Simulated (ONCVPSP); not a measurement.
**Silver: generating and testing an ONCV potential**

Task: generate the file, and judge it by its errors in other configurations, its logarithmic derivatives, its ghosts and its cutoff.

Program: ONCVPSP 4.0.1. Reference atom: PBEsol, scalar-relativistic, spherical and spin-unpolarised. All values are calculated.

### Step 1. Starting point

The settings as typed:

* element: silver (Ag, Z = 47)
* type: optimised norm-conserving Vanderbilt (ONCV)
* frozen core: [Ar] 3d10
* valence charge: 19
* reference configuration: 4s2 4p6 4d10 5s1
* partial waves: 4s+5s: rc 1.60 bohr, ncon 3, nbas 8, qcut 6.3 1/bohr, 2 projectors; 4p: rc 0.90 bohr, ncon 4, nbas 7, qcut 7.3 1/bohr, 3 projectors, debl 0.3 Ha; 4d: rc 1.90 bohr, ncon 4, nbas 8, qcut 7.4 1/bohr, 2 projectors, debl 2.3 Ha
* local potential: polynomial inside 0.70 bohr (lpopt 5, dvloc0 6 Ha)
* core correction: not asked for

The nodes and maxima of the atom's own shells, from an earlier all-electron run, set the scale for the radii.

All-electron outer shells of the reference configuration (PBEsol, scalar-relativistic, ld1.x):

```tsv
shell	level (eV)	outermost node (bohr)	outermost maximum (bohr)
3d	-358.49	–	0.27
4s	-94.97	0.44	0.82
4p	-58.51	0.44	0.87
4d	-7.45	0.43	1.04
5s	-4.42	1.11	2.49
5p	-0.67	1.25	3.76
```

### Step 2. Generation

Ag.dat reads:

```
# ATOM AND REFERENCE CONFIGURATION
# atsym  z   nc   nv     iexc    psfile
  Ag 47.00    6    4  -116133      upf
#
#   n    l    f
    1    0    2.00
    2    0    2.00
    2    1    6.00
    3    0    2.00
    3    1    6.00
    3    2   10.00
    4    0    2.00
    4    1    6.00
    4    2   10.00
    5    0    1.00
#
# PSEUDOPOTENTIAL AND OPTIMIZATION
# lmax
    2
#
#   l,   rc,      ep,       ncon, nbas, qcut
    0    1.60    0.00    3    8    6.30
    1    0.90    0.00    4    7    7.30
    2    1.90    0.00    4    8    7.40
#
# LOCAL POTENTIAL
# lloc, lpopt,  rc(5),   dvloc0
    4    5    0.70    6.00
#
# VANDERBILT-KLEINMAN-BYLANDER PROJECTORs
# l, nproj, debl
    0    2    3.00
    1    3    0.30
    2    2    2.30
#
# MODEL CORE CHARGE
# icmod, fcfact, rcfact
    0    0.00    0.00
#
# LOG DERIVATIVE ANALYSIS
# epsh1, epsh2, depsh
   -5.00    5.00    0.04
#
# OUTPUT GRID
# rlmax, drl
    6.00    0.01
#
# TEST CONFIGURATIONS
# ncnf
    4
# nvcnf
#   n    l    f
    4
    4    0    2.00
    4    1    6.00
    4    2   10.00
    5    0    0.00
#
    4
    4    0    2.00
    4    1    6.00
    4    2    9.00
    5    0    0.00
#
    4
    4    0    2.00
    4    1    6.00
    4    2    8.00
    5    0    0.00
#
    4
    4    0    2.00
    4    1    5.00
    4    2   10.00
    5    0    1.00
#
```

Launch:

```sh
oncvpsp.x < Ag.dat > Ag.out
```

What does the calculation give? Wanted: cutoffs for 1 and 0.1 mHa per electron, occupied waves; bound ghosts; GHOST(+) flags; largest test error; largest phase difference near zero energy, channels read; projector energies reset by the program.

The runs gave:

| quantity | value |
| --- | --- |
| cutoffs for 1 and 0.1 mHa per electron, occupied waves | 142 Ha and 174 Ha |
| bound ghosts | p at -512.66 eV |
| GHOST(+) flags | s at 13 eV |
| largest test error (AE − PS) | -93 meV, for 4s2 4p5 4d10 5s1 |
| largest phase difference near zero energy, channels read | 0.014 rad |
| projector energies reset by the program | p: -2.150, 0.250, 0.550 Ha |

In words: A bound ghost (p) makes it unfit for use: electrons can fall into a state that the atom doesn't have. The worst unpolarised test, 4s2 4p5 4d10 5s1, is off by 93 meV on 65.2 eV; by total energies transferability rates as fair. That test lies far up in energy; among those under 40 eV, nearer to bonding, the largest error is 1.0 meV. By its cutoff, 142 Ha for the looser tolerance, it is very hard. At the looser tolerance the 4p wave is the slowest; 4d needs 22 Ha. Near zero energy the phases of the channels with partial waves agree within 0.014 rad. The pseudo curves have a pole with no partner nearby in the atom's: s at 0.47 Ha. At positive energy that is a spurious or a displaced resonance. The program also flags highly localised states, GHOST(+) (s). These are tests on the free atom; a crystal test is still owed.
